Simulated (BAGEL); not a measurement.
# singlet Si2NH5F+, step by step

Aim: the energy (singlet Si2NH5F+, HF/def2-SV(P)), then a single-point energy (doublet Si2NH5F, NEVPT2(3,3)/def2-SV(P)), then a single-point energy (doublet Si2NH5F, CASPT2(3,3)/def2-SV(P)) of FH5NSi2. 

The calculation is run with BAGEL 1.2.2.

## Step 1: The system as given

Si2NH5F+: 9 atoms, total charge +1, spin state singlet. As SMILES of the parent species, `F[SiH2]N[SiH2]`. One bond was lengthened or shortened from a relaxed shape. That shape belongs to the parent species and isn't relaxed for this state.

Bond lengths: F1–Si2 1.600 Å, Si2–N3 1.712 Å, N3–Si4 1.736 Å, Si2–H5 1.480 Å, Si2–H6 1.477 Å, N3–H7 0.860 Å, Si4–H8 1.489 Å, Si4–H9 1.494 Å. Some angles: F1–Si2–N3 112.4°, Si2–N3–Si4 128.4°, F1–Si2–H5 106.1°, F1–Si2–H6 106.9°, N3–Si2–H5 109.2°, N3–Si2–H6 108.5°, Si2–N3–H7 115.7°, Si4–N3–H7 115.2°, N3–Si4–H8 106.6°, N3–Si4–H9 109.5°.

## Step 2: A single-point energy at HF/def2-SV(P) (density fitting with svp-jkfit) (run 1)

Input file input.json:

```json
{ "bagel": [

{
  "title": "molecule",
  "basis": "def2-sv_p_.json",
  "df_basis": "svp-jkfit",
  "geometry": [
    { "atom": "F", "xyz": [ -3.25857948,  2.15670852, -2.46896876 ] },
    { "atom": "Si", "xyz": [ -0.44250961,  1.99551488, -1.37878575 ] },
    { "atom": "N", "xyz": [  0.55810038, -1.05639281, -0.99725005 ] },
    { "atom": "Si", "xyz": [  0.14632905, -3.02586538,  1.59337549 ] },
    { "atom": "H", "xyz": [  1.19078068,  3.27202488, -3.25698455 ] },
    { "atom": "H", "xyz": [ -0.47047755,  3.23555317,  1.12264472 ] },
    { "atom": "H", "xyz": [  1.13459157, -1.78049995, -2.33286690 ] },
    { "atom": "H", "xyz": [ -0.36370803, -1.35610337,  3.80114253 ] },
    { "atom": "H", "xyz": [  2.48618794, -4.55106333,  1.99928867 ] }
  ]
},
{
  "title": "hf",
  "charge": 1
},
{
  "title": "print",
  "file": "orbitals.molden",
  "orbitals": true
}

]}
```

The basis set def2-SV(P) is read from a file made from the Basis Set Exchange's data (not shown).

On the command line:

```sh
$ BAGEL_NUM_THREADS=1 BAGEL input.json > input.out
```

Output:

```text
* using 1 threads per process

  ===============================================================
  ===============================================================

  *** Geometry ***

  { "atom" : "F", "xyz" : [     -3.258579,      2.156709,     -2.468969 ] },
  { "atom" : "Si", "xyz" : [     -0.442510,      1.995515,     -1.378786 ] },
  { "atom" : "N", "xyz" : [      0.558100,     -1.056393,     -0.997250 ] },
  { "atom" : "Si", "xyz" : [      0.146329,     -3.025865,      1.593375 ] },
  { "atom" : "H", "xyz" : [      1.190781,      3.272025,     -3.256985 ] },
  { "atom" : "H", "xyz" : [     -0.470478,      3.235553,      1.122645 ] },
  { "atom" : "H", "xyz" : [      1.134592,     -1.780500,     -2.332867 ] },
  { "atom" : "H", "xyz" : [     -0.363708,     -1.356103,      3.801143 ] },
  { "atom" : "H", "xyz" : [      2.486188,     -4.551063,      1.999289 ] },

  Number of auxiliary basis functions:      500

  Since a DF basis is specified, we compute 2- and 3-index integrals:
    o Being stored without compression. Storage requirement is 0.022 GB

  Number of basis functions:       74
  Number of electrons      :       49

    * METHOD: MOLECULE                             0.24

  *** RHF ***

  === Nuclear Repulsion ===
   218.0661484449

      * DIIS with orbital gradients will be used.

  === RHF iteration (def2-sv_p_.json) ===
      0       -733.84744053          0.02196988           0.08
      1       -734.01591940          0.01436901           0.08
      2       -734.09770958          0.00149098           0.08
      3       -734.09926056          0.00043641           0.07
      4       -734.09935138          0.00014942           0.08
      5       -734.09936869          0.00005427           0.08
      6       -734.09937229          0.00001983           0.08
      7       -734.09937298          0.00000563           0.07
      8       -734.09937303          0.00000150           0.07
      9       -734.09937303          0.00000082           0.07
     10       -734.09937303          0.00000025           0.07
     11       -734.09937303          0.00000010           0.07
     12       -734.09937303          0.00000004           0.07
     13       -734.09937303          0.00000002           0.08
     14       -734.09937303          0.00000001           0.07
    * SCF iteration converged.

    * Permanent dipole moment:
           (   -1.023989,     2.798346,    -1.573936) a.u.

    * METHOD: HF                                   1.31

    * METHOD: PRINT                                0.01

  ===============================================================
```

It took 1.7 s on 1 thread of Arm Neoverse V1, shared host; peak memory 0.15 GiB.

## Step 3: Doublet neutral Si2NH5F: the energy at NEVPT2(3,3)/def2-SV(P) (density fitting with svp-jkfit) (run 2)

Input file input.json:

```json
{ "bagel" : [

{
  "title" : "molecule",
  "basis" : "def2-sv_p_.json",
  "df_basis" : "svp-jkfit",
  "geometry" : [
    { "atom" : "F", "xyz" : [    -3.25857948,     2.15670852,    -2.46896876 ] },
    { "atom" : "Si", "xyz" : [    -0.44250961,     1.99551488,    -1.37878575 ] },
    { "atom" : "N", "xyz" : [     0.55810038,    -1.05639281,    -0.99725005 ] },
    { "atom" : "Si", "xyz" : [     0.14632905,    -3.02586538,     1.59337549 ] },
    { "atom" : "H", "xyz" : [     1.19078068,     3.27202488,    -3.25698455 ] },
    { "atom" : "H", "xyz" : [    -0.47047755,     3.23555317,     1.12264472 ] },
    { "atom" : "H", "xyz" : [     1.13459157,    -1.78049995,    -2.33286690 ] },
    { "atom" : "H", "xyz" : [    -0.36370803,    -1.35610337,     3.80114253 ] },
    { "atom" : "H", "xyz" : [     2.48618794,    -4.55106333,     1.99928867 ] }
  ]
},

{
  "title" : "hf",
  "charge" : 1
},

{
  "title" : "casscf",
  "nstate" : 1,
  "nact" : 3,
  "nclosed" : 23,
  "nspin" : 1,
  "active" : [14, 25, 30],
  "maxiter" : 200,
  "natocc" : true
},

{
  "title" : "nevpt2",
  "nstate" : 1,
  "nact" : 3,
  "nclosed" : 23,
  "nspin" : 1,
  "active" : [14, 25, 30],
  "maxiter" : 200,
  "natocc" : true,
  "ncore" : 12
},

{
  "title" : "print",
  "file" : "orbitals.molden",
  "orbitals" : true
}

]}
```

The basis set def2-SV(P) is read from a file made from the Basis Set Exchange's data (not shown).

On the command line:

```sh
$ BAGEL_NUM_THREADS=1 BAGEL input.json > input.out
```

Output:

```text
* using 1 threads per process

  ===============================================================
  ===============================================================

  *** Geometry ***

  { "atom" : "F", "xyz" : [     -3.258579,      2.156709,     -2.468969 ] },
  { "atom" : "Si", "xyz" : [     -0.442510,      1.995515,     -1.378786 ] },
  { "atom" : "N", "xyz" : [      0.558100,     -1.056393,     -0.997250 ] },
[... 5 lines of this table left out ...]
  { "atom" : "H", "xyz" : [      2.486188,     -4.551063,      1.999289 ] },

  Number of auxiliary basis functions:      500

  Since a DF basis is specified, we compute 2- and 3-index integrals:
    o Being stored without compression. Storage requirement is 0.022 GB

[... 18 lines left out ...]
    * SCF iteration converged.
[... 1 line left out ...]
    * Permanent dipole moment:
[... 28 lines left out ...]
    * Second-order optimization converged. *
[... 13 lines left out ...]
     * ci vector, state   0, <S^2> = 0.7500
       2a.     0.9974537486
       .a2     0.0712760954

    * METHOD: CASSCF                               5.86

    * freezing 12 orbitals

  === DF-NEVPT2 calculation ===

    * 3-index integral transformation done
    * assembly done

      NEVPT2 correlation energy:   -0.4740906661      0.13

          (+0)     -0.3897847354
          (+0)'    -0.0258766232
          (+1)     -0.0098454514
          (+1)'    -0.0004879083
          (+2)     -0.0002002015
          (-1)     -0.0409134929
          (-1)'    -0.0005974703
          (-2)     -0.0063847832

      NEVPT2 total energy:       -734.8746933643

    * METHOD: NEVPT2                               0.27

    * METHOD: PRINT                                0.01

  ===============================================================
```

Run time: 7.8 s. Hardware: 1 thread of Arm Neoverse V1, shared host; peak memory 0.15 GiB.

## Step 4: Doublet neutral Si2NH5F: the energy at CASPT2(3,3)/def2-SV(P) (density fitting with svp-jkfit) (run 3)

input.json, as its differences from that of step 3:

```diff
@@ -36,11 +36,5 @@
 {
-  "title" : "nevpt2",
-  "nstate" : 1,
-  "nact" : 3,
-  "nclosed" : 23,
-  "nspin" : 1,
-  "active" : [14, 25, 30],
-  "maxiter" : 200,
-  "natocc" : true,
-  "ncore" : 12
+  "title" : "print",
+  "file" : "orbitals.molden",
+  "orbitals" : true
 },
@@ -48,5 +42,10 @@
 {
-  "title" : "print",
-  "file" : "orbitals.molden",
-  "orbitals" : true
+  "title" : "smith",
+  "method" : "caspt2",
+  "ms" : true,
+  "xms" : true,
+  "sssr" : true,
+  "shift" : 0.2,
+  "shift_imag" : true,
+  "ncore" : 12
 }
```

The basis set def2-SV(P) is read from a file made from the Basis Set Exchange's data (not shown).

On the command line:

```sh
$ BAGEL_NUM_THREADS=1 BAGEL input.json > input.out
```

Output:

```text
* using 1 threads per process

  ===============================================================
  ===============================================================

  *** Geometry ***

  { "atom" : "F", "xyz" : [     -3.258579,      2.156709,     -2.468969 ] },
  { "atom" : "Si", "xyz" : [     -0.442510,      1.995515,     -1.378786 ] },
  { "atom" : "N", "xyz" : [      0.558100,     -1.056393,     -0.997250 ] },
[... 5 lines of this table left out ...]
  { "atom" : "H", "xyz" : [      2.486188,     -4.551063,      1.999289 ] },

  Number of auxiliary basis functions:      500

  Since a DF basis is specified, we compute 2- and 3-index integrals:
    o Being stored without compression. Storage requirement is 0.022 GB

[... 18 lines left out ...]
    * SCF iteration converged.
[... 1 line left out ...]
    * Permanent dipole moment:
[... 28 lines left out ...]
    * Second-order optimization converged. *
[... 13 lines left out ...]
     * ci vector, state   0, <S^2> = 0.7500
[... 16 lines left out ...]
    * Zeroth order energy : state  0       -1.8246009836
[... 4 lines left out ...]
       #      aibj      arbs      arbi      airj      risj      airs      arst      rist         Etot      error   time
[... 10 lines left out ...]
      ------------------------------------------------------------------------------------------------------------------

    * CASPT2 energy : state  0     -734.8811077410
        w/o shift correction       -734.8788423309
        reference weight              0.8716718942

    * METHOD: SMITH                                0.67

  ===============================================================
```

Wall time 8.1 s (1 thread of Arm Neoverse V1, shared host); peak memory 0.15 GiB.

## Step 5: Summary of results

```
                                    quantity          value
          run 1, HF/def2-SV(P): total energy  -734.09937 Eh
           run 1, HF/def2-SV(P): HOMO energy      -17.43 eV
           run 1, HF/def2-SV(P): LUMO energy       -6.95 eV
         run 1, HF/def2-SV(P): HOMO–LUMO gap       10.48 eV
doublet neutral Si2NH5F, run 2: total energy  -734.87469 Eh
doublet neutral Si2NH5F, run 3: total energy  -734.88111 Eh
```
